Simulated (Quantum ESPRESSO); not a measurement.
# Ca3Au2 (Pm-3m) in Quantum ESPRESSO: a series of runs, part 2 of 2

Quantum ESPRESSO 7.5. Earlier steps stand in the parts before.

**3. Single point, PBEsol+D3(BJ)**

The input, pw.in:

```
&CONTROL
  calculation = 'scf'
  prefix = 'pwscf'
  outdir = './tmp'
  pseudo_dir = './pseudo'
  tprnfor = .true.
  tstress = .true.
  disk_io = 'nowf'
/
&SYSTEM
  ibrav = 0
  nat = 5
  ntyp = 2
  ecutwfc = 45
  ecutrho = 360
  nbnd = 36
  input_dft = 'pbesol'
  occupations = 'smearing'
  smearing = 'gaussian'
  degauss = 0.00999582
  vdw_corr = 'grimme-d3'
  dftd3_version = 4
  dftd3_threebody = .false.
/
&ELECTRONS
  conv_thr = 1d-09
  electron_maxstep = 120
  mixing_beta = 0.5
/
ATOMIC_SPECIES
Ca    40.0780 ca_lda_v1.uspp.F.UPF
Au   196.9666 au_lda_v1.uspp.F.UPF
CELL_PARAMETERS angstrom
   5.0309991300    0.0000000000    0.0000000000
   0.0000000000    5.0309991300    0.0000000000
   0.0000000000    0.0000000000    5.0309991300
ATOMIC_POSITIONS angstrom
Ca     0.0000000000    2.5154995650    2.5154995650
Ca     2.5154995650    0.0000000000    2.5154995650
Ca     2.5154995650    2.5154995650    0.0000000000
Au     0.0000000000    0.0000000000    0.0000000000
Au     2.5154995650    2.5154995650    2.5154995650
K_POINTS automatic
5 5 5 0 0 0
```

Potentials or basis: GBRV 1.5 LDA.

On the command line:

```bash
OMP_NUM_THREADS=1 pw.x -in pw.in > pw.out
```

pw.out:

```text
This program is part of the open-source Quantum ESPRESSO suite
     for quantum simulation of materials; please cite
         "P. Giannozzi et al., J. Phys.:Condens. Matter 21 395502 (2009);
         "P. Giannozzi et al., J. Phys.:Condens. Matter 29 465901 (2017);
         "P. Giannozzi et al., J. Chem. Phys. 152 154105 (2020);
     in publications or presentations arising from this work. More details at

     IMPORTANT: XC functional enforced from input :
     Exchange-correlation= PBESOL
                           (   1   4  10   8   0   0   0)
     Any further DFT definition will be discarded
     Please, verify this is what you really want

     Message from routine setup:
     using ibrav=0 with symmetry is DISCOURAGED, use correct ibrav instead

     G-vector sticks info
     --------------------
     sticks:   dense  smooth     PW     G-vecs:    dense   smooth      PW
[... 298 lines left out ...]
     3.4348   5.1634   5.4692   5.4692   5.7779   5.7779   5.8525   6.0562
     8.2137   8.3677   8.3677   9.9034   9.9034  10.0463  11.8905  11.8905
    12.0439  12.6315  12.6820  12.6820

     the Fermi energy is     9.3482 ev

!    total energy              =    -455.04313649 Ry
     estimated scf accuracy    <          6.2E-10 Ry
     smearing contrib. (-TS)   =      -0.00216594 Ry
     internal energy E=F+TS    =    -455.04097056 Ry

     The total energy is F=E-TS. E is the sum of the following terms:
     one-electron contribution =    -115.08121008 Ry
     hartree contribution      =      86.28922624 Ry
     xc contribution           =    -160.07201818 Ry
     ewald contribution        =    -266.02715829 Ry
     DFT-D3 Dispersion         =      -0.14981025 Ry

     convergence has been achieved in  13 iterations

     Forces acting on atoms (cartesian axes, Ry/au):

     atom    1 type  1   force =     0.00000000    0.00000000    0.00000000
     atom    2 type  1   force =     0.00000000    0.00000000    0.00000000
     atom    3 type  1   force =     0.00000000    0.00000000    0.00000000
     atom    4 type  2   force =     0.00000000    0.00000000    0.00000000
     atom    5 type  2   force =     0.00000000    0.00000000    0.00000000

     Total force =     0.000000     Total SCF correction =     0.000000

     Computing stress (Cartesian axis) and pressure

          total   stress  (Ry/bohr**3)                   (kbar)     P=      111.58
   0.00075848   0.00000000   0.00000000          111.58        0.00        0.00
   0.00000000   0.00075848   0.00000000            0.00      111.58        0.00
   0.00000000   0.00000000   0.00075848            0.00        0.00      111.58

=------------------------------------------------------------------------------=
   JOB DONE.
=------------------------------------------------------------------------------=
```

Run time: 57 s. Hardware: 1 thread of Intel Xeon 6975P-C (Granite Rapids), shared host; peak memory 0.67 GiB.

What came out:

```yaml
Free_energy: -6191.1773 eV
Pressure: 11.2 GPa
Band_gap_on_the_k_mesh: none (metal or under the smearing width)
```

Caveat: the potentials were made for another functional, which shifts forces and pressure; pairwise dispersion overbinds metals, which lowers pressure and volume.

**4. For comparison**

An earlier run on the cell as given: functional PBE; potentials or basis SSSP 1.3 efficiency PBE; cutoff 816 eV; density cutoff 5987 eV; k mesh 5 × 5 × 5; occupations fermi-dirac, width 0.05 eV; no spin polarisation.

* Pressure: 16.9 GPa
* Band gap on the k mesh: none (metal or under the smearing width)

**5. Overview**

| task | level | potentials or basis | cell | k mesh | cutoff (eV) | smearing | most ionic steps | forc conv thr | etot conv thr | ion dynamics | cell dynamics | mesh quality | gap on the mesh (eV) | pressure (GPa) |
| --- | --- | --- | --- | --- | --- | --- | --- | --- | --- | --- | --- | --- | --- | --- |
| relaxation of cell and atoms | PBE+D3(BJ) | SSSP 1.3 efficiency PBE | relaxed to 0.3 kbar | 3 × 3 × 3 | 816 | cold 0.2 eV | 40 | 0.0004 Ry/bohr | 1e-05 Ry | bfgs | bfgs | coarse | none | 0.0 |
| single point | PBEsol+D3(BJ) | GBRV 1.5 LDA | as given | 5 × 5 × 5 | 612 | gaussian 0.136 eV | - | - | - | - | - | not flagged | none | 11.2 |
| single point | PBE | SSSP 1.3 efficiency PBE | as given | 5 × 5 × 5 | 816 | fermi-dirac 0.05 eV | - | - | - | - | - | not flagged | none | 16.9 |

Alike in all rows: no spin polarisation.

Caveats: some runs use coarse meshes; pairwise dispersion overbinds metals, which lowers pressure and volume (some runs); the potentials were made for another functional, which shifts forces and pressure (some runs); so large a pressure means that the cell lies far from this level's equilibrium, or that cutoff or potentials fall short (some runs).

Absolute energies hang on the potentials; compare differences alone.
